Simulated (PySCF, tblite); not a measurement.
# FGeH₁₀NSi₃, a small molecule taken as a stand-in for a surface group: NMR shifts, core binding energies and electronic excitations, part 2 of 2

tblite 0.8.0 and PySCF 2.14.0. Atoms count from 0, parts from 1. The steps go on from the part before.

## (5) X-ray photoelectron lines: SCAN, X2C

The job: settings as JSON, then the geometry in Å.

```
{"job": {"kind": "xps", "holes": 5}, "charge": 0, "multiplicity": 1}
Ge    -0.199547     0.562435    -0.478732
Si     1.657633     1.757793    -1.386095
Si    -0.749850    -1.561358    -1.425042
N      0.038634     0.427672     1.330261
Si    -0.659070    -0.736050     2.421331
F     -1.606154     1.589959    -0.763395
H      1.932373     2.957781    -0.537550
H      2.855500     0.863622    -1.370038
H      1.376037     2.183601    -2.788356
H      0.261837    -2.570649    -0.990165
H     -0.691307    -1.420557    -2.911490
H     -2.118558    -1.991956    -1.018184
H      0.474493     1.244334     1.752399
H     -1.854055    -0.231060     3.167613
H      0.349513    -1.182911     3.430984
H     -1.078903    -1.903893     1.588715
```

Level: delta-SCF UKS SCAN, pcX-2 on the ionised atom, pcseg-1 elsewhere, spin-free X2C.

Output:

```text
ground state, core basis on atom 1 (Si), 201 functions
  cycle   1  E = -3124.76543721  |g| = 7.07e-01
  cycle   2  E = -3124.39850097  |g| = 1.55e+00
  cycle   3  E = -3124.85796914  |g| = 1.51e-01
  cycle   4  E = -3124.86067507  |g| = 1.05e-01
  cycle   5  E = -3124.86293966  |g| = 2.31e-02
  cycle   6  E = -3124.86312327  |g| = 5.01e-03
  cycle   7  E = -3124.86313434  |g| = 1.23e-03
  cycle   8  E = -3124.86313106  |g| = 3.91e-04
  E(ground) = -3125.04625696 Eh
hole in Si 2p of atom 1
  cycle   1  E = -3120.58190689  |g| = 1.23e+00
  cycle   2  E = -3119.25999525  |g| = 1.63e+00
  cycle   3  E = -3120.67894723  |g| = 6.15e-01
  cycle   4  E = -3120.89301648  |g| = 2.43e-01
  cycle   5  E = -3120.91399428  |g| = 1.15e-01
  cycle   6  E = -3120.92137509  |g| = 4.39e-02
  cycle   7  E = -3120.92213327  |g| = 1.91e-02
  cycle   8  E = -3120.92225794  |g| = 4.15e-03
  cycle   9  E = -3120.92226624  |g| = 9.78e-04
  cycle  10  E = -3120.92226777  |g| = 2.55e-04
  E(ion) = -3121.11692540 Eh   <S^2> = 0.7529   hole on atom = 1.002   binding energy = 106.923 eV
  2p3/2 = 106.710 eV   2p1/2 = 107.332 eV
ground state, core basis on atom 2 (Si), 201 functions
  cycle   1  E = -3124.86308262  |g| = 2.87e-01
  cycle   2  E = -3124.86318810  |g| = 3.22e-02
  cycle   3  E = -3124.86320225  |g| = 2.25e-02
  cycle   4  E = -3124.86329747  |g| = 1.02e-02
  cycle   5  E = -3124.86331835  |g| = 1.45e-03
  cycle   6  E = -3124.86331719  |g| = 2.90e-04
  E(ground) = -3125.04646056 Eh
hole in Si 2p of atom 2
  cycle   1  E = -3120.58310722  |g| = 1.23e+00
  cycle   2  E = -3119.41103979  |g| = 1.59e+00
  cycle   3  E = -3120.65587946  |g| = 6.62e-01
  cycle   4  E = -3120.89865484  |g| = 2.15e-01
  cycle   5  E = -3120.91437140  |g| = 1.14e-01
  cycle   6  E = -3120.92125507  |g| = 4.96e-02
  cycle   7  E = -3120.92217017  |g| = 1.49e-02
  cycle   8  E = -3120.92225194  |g| = 3.69e-03
  cycle   9  E = -3120.92226177  |g| = 9.23e-04
  cycle  10  E = -3120.92226310  |g| = 2.69e-04
  E(ion) = -3121.11735831 Eh   <S^2> = 0.7532   hole on atom = 1.002   binding energy = 106.916 eV
  2p3/2 = 106.701 eV   2p1/2 = 107.324 eV
ground state, core basis on atom 3 (N), 190 functions
  cycle   1  E = -3124.78826619  |g| = 7.41e-02
  cycle   2  E = -3124.78828459  |g| = 1.92e-02
  cycle   3  E = -3124.78829412  |g| = 1.99e-02
  cycle   4  E = -3124.78841570  |g| = 6.44e-03
  cycle   5  E = -3124.78842770  |g| = 8.51e-04
  cycle   6  E = -3124.78842685  |g| = 2.60e-04
  E(ground) = -3125.01103851 Eh
hole in N 1s of atom 3
  cycle   1  E = -3109.20431914  |g| = 1.87e+00
  cycle   2  E = -3108.27105614  |g| = 2.22e+00
  cycle   3  E = -3109.84623845  |g| = 4.81e-01
  cycle   4  E = -3109.87675012  |g| = 4.12e-01
  cycle   5  E = -3109.93481672  |g| = 1.06e-01
  cycle   6  E = -3109.93910908  |g| = 2.11e-02
  cycle   7  E = -3109.93940430  |g| = 5.21e-03
  cycle   8  E = -3109.93941716  |g| = 1.70e-03
  cycle   9  E = -3109.93942200  |g| = 7.45e-04
  cycle  10  E = -3109.93942241  |g| = 1.81e-04
  E(ion) = -3110.16093663 Eh   <S^2> = 0.7673   hole on atom = 1.000   binding energy = 404.092 eV
ground state, core basis on atom 4 (Si), 201 functions
  cycle   1  E = -3124.86943611  |g| = 2.88e-01
  cycle   2  E = -3124.86948970  |g| = 4.53e-02
  cycle   3  E = -3124.86938092  |g| = 4.22e-02
  cycle   4  E = -3124.86963337  |g| = 1.67e-02
  cycle   5  E = -3124.86969788  |g| = 2.07e-03
  cycle   6  E = -3124.86970142  |g| = 7.32e-04
  cycle   7  E = -3124.86969860  |g| = 7.74e-05
  E(ground) = -3125.05250873 Eh
hole in Si 2p of atom 4
  cycle   1  E = -3120.59223230  |g| = 1.23e+00
  cycle   2  E = -3119.53050523  |g| = 1.49e+00
  cycle   3  E = -3120.69507799  |g| = 5.91e-01
  cycle   4  E = -3120.89702036  |g| = 2.13e-01
  cycle   5  E = -3120.90556770  |g| = 1.69e-01
  cycle   6  E = -3120.91739658  |g| = 3.38e-02
  cycle   7  E = -3120.91815497  |g| = 5.69e-03
  cycle   8  E = -3120.91816955  |g| = 2.88e-03
  cycle   9  E = -3120.91817434  |g| = 1.44e-03
  cycle  10  E = -3120.91817294  |g| = 3.24e-04
  E(ion) = -3121.11215778 Eh   <S^2> = 0.7518   hole on atom = 1.002   binding energy = 107.222 eV
  2p3/2 = 106.994 eV   2p1/2 = 107.618 eV
ground state, core basis on atom 5 (F), 190 functions
  cycle   1  E = -3124.81528407  |g| = 1.24e-01
  cycle   2  E = -3124.81420323  |g| = 1.02e-01
  cycle   3  E = -3124.81471746  |g| = 8.37e-02
  cycle   4  E = -3124.81572934  |g| = 8.49e-03
  cycle   5  E = -3124.81574756  |g| = 2.71e-03
  cycle   6  E = -3124.81574994  |g| = 4.73e-04
  E(ground) = -3125.04302964 Eh
hole in F 1s of atom 5
  cycle   1  E = -3098.51088329  |g| = 2.59e+00
  cycle   2  E = -3098.27978184  |g| = 2.22e+00
  cycle   3  E = -3099.29883488  |g| = 5.33e-01
  cycle   4  E = -3099.21410810  |g| = 6.45e-01
  cycle   5  E = -3099.43480527  |g| = 8.65e-02
  cycle   6  E = -3099.43845818  |g| = 4.30e-02
  cycle   7  E = -3099.43975983  |g| = 5.96e-03
  cycle   8  E = -3099.43978510  |g| = 2.64e-03
  cycle   9  E = -3099.43978783  |g| = 4.73e-04
  E(ion) = -3099.67427995 Eh   <S^2> = 0.7575   hole on atom = 1.000   binding energy = 690.319 eV
```

Wall time 83 s (1 thread of Intel Xeon Platinum 8375C at 2.90GHz, shared host); peak memory 0.77 GiB.

The holes in one table. −ε is the ground-state orbital energy:

```csv
hole,stands for,environment,ΔSCF (eV; 2p as the shell's mean),−ε (eV),⟨S²⟩
Si2p on Si1,Si1,"silicon bonded to Ge, 3 H",106.92,96.6,0.753
Si2p on Si2,Si2,"silicon bonded to Ge, 3 H",106.91,96.5,0.753
N1s on N3,N3,"nitrogen bonded to Ge, Si, H",404.09,385.9,0.767
Si2p on Si4,Si4,"silicon bonded to N, 3 H",107.20,96.5,0.752
F1s on F5,F5,fluorine bonded to Ge,690.32,665.4,0.757
```

With the spin-orbit splitting: Si1 2p3/2 106.71, 2p1/2 107.33 eV; Si2 2p3/2 106.70, 2p1/2 107.32 eV; Si4 2p3/2 106.99, 2p1/2 107.62 eV. The table gives each 2p level as the mean over the whole 2p shell (two parts 2p3/2, one part 2p1/2), which differs a little from the single hole in the log.

## (6) TDDFT and polarisability: CAM-B3LYP/def2-SVPD

Same as in step 5 but for these lines:

```diff
@@ -1,2 +1,2 @@
-{"job": {"kind": "xps", "holes": 5}, "charge": 0, "multiplicity": 1}
+{"job": {"kind": "uv", "xc": "CAM-B3LYP", "basis": "def2-SVPD", "nstates": 6, "ntriplets": 2, "ip": true}, "charge": 0, "multiplicity": 1}
 Ge    -0.199547     0.562435    -0.478732
```

With the program's defaults for keys left out, this is: TDDFT CAM-B3LYP/def2-SVPD, vertical, gas phase, core orbitals frozen in the response.

Output:

```text
coarse grid: 61792 points
cycle   1  E = -3105.4903171826  dE = -7.069e-01  |g| = 7.812e-01  |ddm| = 4.617e+00
cycle   2  E = -3105.4046027152  dE =  8.571e-02  |g| = 1.112e+00  |ddm| = 1.960e+00
cycle   3  E = -3105.6013558033  dE = -1.968e-01  |g| = 8.934e-02  |ddm| = 9.960e-01
cycle   4  E = -3105.6024236771  dE = -1.068e-03  |g| = 4.788e-02  |ddm| = 1.585e-01
cycle   5  E = -3105.6027896905  dE = -3.660e-04  |g| = 1.109e-02  |ddm| = 6.229e-02
cycle   6  E = -3105.6028180382  dE = -2.835e-05  |g| = 3.885e-03  |ddm| = 1.869e-02
cycle   7  E = -3105.6028210676  dE = -3.029e-06  |g| = 5.255e-04  |ddm| = 6.508e-03
final grid: 125136 points
cycle   8  E = -3105.6027739207  dE = -1.668e-07  |g| = 5.030e-04  |ddm| = 4.070e-03
cycle   9  E = -3105.6027739017  dE =  1.905e-08  |g| = 6.264e-04  |ddm| = 1.335e-03
cycle  10  E = -3105.6027739668  dE = -6.512e-08  |g| = 6.664e-05  |ddm| = 5.815e-04
cycle  11  E = -3105.6027739678  dE = -9.745e-10  |g| = 2.196e-05  |ddm| = 9.479e-05
converged SCF energy = -3105.6027739678

Static polarisability (au): isotropic 126.370, principal 104.711 128.606 145.793

Singlet excitations
state   eV       nm        f      main configurations
  1   6.1555    201.4   0.03918   H->L 0.69, H-1->L+1 0.13, H->L+2 0.09
  2   6.2406    198.7   0.00807   H->L+1 0.59, H-1->L 0.24
  3   6.5401    189.6   0.06801   H-1->L 0.33, H-1->L+1 0.28, H->L+1 0.14
  4   6.8110    182.0   0.05624   H-1->L+1 0.39, H-1->L 0.28, H->L+1 0.11
  5   7.1347    173.8   0.46557   H->L+2 0.63, H->L+3 0.18
  6   7.2049    172.1   0.00517   H->L+3 0.64, H->L+2 0.12

Triplet excitations (Tamm-Dancoff, eV): 5.4760 5.7731
Vertical ionisation energy (delta-SCF) = 9.5792 eV
```

Run time: 4.2 min. Hardware: 1 thread of Intel Xeon Platinum 8375C at 2.90GHz, shared host; peak memory 1.3 GiB.

The orbitals next to the gap, with their largest atomic shares:

```csv
orbital,eV,atoms
HOMO−3,-11.05,"Si4 24 %, H15 21 %, Si2 18 %"
HOMO−2,-10.62,"N3 19 %, Ge0 18 %, F5 12 %"
HOMO−1,-9.27,"N3 36 %, Ge0 13 %, Si2 10 %"
HOMO,-9.03,"N3 24 %, Ge0 19 %, Si1 17 %"
LUMO,0.28,"Ge0 23 %, Si2 19 %, Si1 19 %"
LUMO+1,0.54,"Ge0 19 %, Si1 15 %, Si2 13 %"
LUMO+2,0.67,"Si1 22 %, Si2 20 %, Ge0 14 %"
```

With each of the 6 states as a Gaussian band of 0.4 eV half-width at 1/e, the curve within the window shown has maxima at 174 nm (ε 21,000) L/(mol cm). Beyond the last state computed it falls off for lack of states. The curve at chosen wavelengths:

```json
{"nm": "165", "ε (L/mol/cm)": "8244"}
{"nm": "167", "ε (L/mol/cm)": "11946"}
{"nm": "170", "ε (L/mol/cm)": "17236"}
{"nm": "172", "ε (L/mol/cm)": "19636"}
{"nm": "174", "ε (L/mol/cm)": "20633"}
{"nm": "176", "ε (L/mol/cm)": "20188"}
{"nm": "179", "ε (L/mol/cm)": "17507"}
{"nm": "181", "ε (L/mol/cm)": "15074"}
{"nm": "183", "ε (L/mol/cm)": "12634"}
{"nm": "186", "ε (L/mol/cm)": "9529"}
{"nm": "188", "ε (L/mol/cm)": "7955"}
{"nm": "190", "ε (L/mol/cm)": "6745"}
{"nm": "192", "ε (L/mol/cm)": "5817"}
{"nm": "195", "ε (L/mol/cm)": "4774"}
{"nm": "197", "ε (L/mol/cm)": "4214"}
{"nm": "199", "ε (L/mol/cm)": "3712"}
{"nm": "201", "ε (L/mol/cm)": "3243"}
{"nm": "204", "ε (L/mol/cm)": "2581"}
{"nm": "206", "ε (L/mol/cm)": "2166"}
{"nm": "208", "ε (L/mol/cm)": "1780"}
{"nm": "211", "ε (L/mol/cm)": "1270"}
{"nm": "213", "ε (L/mol/cm)": "983"}
{"nm": "215", "ε (L/mol/cm)": "743"}
{"nm": "217", "ε (L/mol/cm)": "547"}
{"nm": "220", "ε (L/mol/cm)": "331"}
{"nm": "222", "ε (L/mol/cm)": "230"}
```

Further results of this job:

```csv
property,computed
dipole moment (D),2.19
polarisability (Å³),18.73
HOMO–LUMO gap (eV),9.31
−ε(HOMO) (eV),9.03
```

## (7) Outcome

This closing draws on all 2 parts.

| quantity | value |
| --- | --- |
| point group | C1 |
| rotational constants (main isotopes) | 1.46, 0.90, 0.73 GHz |
| ¹H shifts against TMS (PBE0/pcSseg-1) | 4.90, 4.81, 4.65, 4.08, 3.73, 3.69, 3.67, 3.64, 3.52, 0.96 ppm |
| ⁷³Ge shifts against GeMe4 (PBE0/pcSseg-1) | 98 ppm |
| ²⁹Si shifts against TMS (PBE0/pcSseg-1) | -47.8, -98.7, -100.3 ppm |
| ¹⁵N shifts against NH3 (PBE0/pcSseg-1) | 44.8 ppm |
| ¹⁹F shifts against CFCl3 (PBE0/pcSseg-1) | -162.1 ppm |
| surface potential, 1st and 99th percentile | -1.46 V and 1.72 V |
| Si2p binding energies, SCAN/pcX-2 | Si4 107.20, Si1 106.92, Si2 106.91 eV |
| N1s binding energies, SCAN/pcX-2 | N3 404.09 eV |
| F1s binding energies, SCAN/pcX-2 | F5 690.32 eV |
| lowest singlet (CAM-B3LYP/def2-SVPD) | 6.16 eV (201 nm), f = 0.039 |
| brightest single state of those computed | state 5, 7.13 eV, f = 0.466 |
| lowest triplet | 5.48 eV |
| vertical ionisation energy (ΔSCF) | 9.58 eV |

Relaxing lowered the energy by 0.474 eV in 12 steps; the close pair that moved most is Ge0–F5, from 1.888 to 1.765 Å (PBE0/def2-SVP). At PBE0/pcSseg-1: The largest span, 199 ppm, is at Ge0, where the paramagnetic term is -1527 ppm. By nearest atom (PBE0/pcSseg-1), the HOMO sits on N3 47 %; H13 11 % and the LUMO on Ge0 21 %; Si1, Si2 about 10 % each. Si4 (silicon bonded to N, 3 H) binds its Si2p electron 0.29 eV more tightly than Si2 (silicon bonded to Ge, 3 H). The first singlet state (HOMO→LUMO 0.69, HOMO−1→LUMO+1 0.13) lies at 6.16 eV and is weak; of the 6 states computed, the strongest absorption comes from state 5 at 7.13 eV. The lowest triplet lies 0.68 eV below the lowest singlet (triplets in Tamm-Dancoff, singlets in full TDDFT). ΔSCF puts the ionisation energy at 9.58 eV, 0.55 eV above −ε(HOMO). Spin-orbit coupling is left out, which matters for shieldings and couplings at and beside the heavy atoms. A capped cluster stands for the solid here, so long-range fields and strain are missing, and bands or shifts of the capping hydrogens have no counterpart in it.
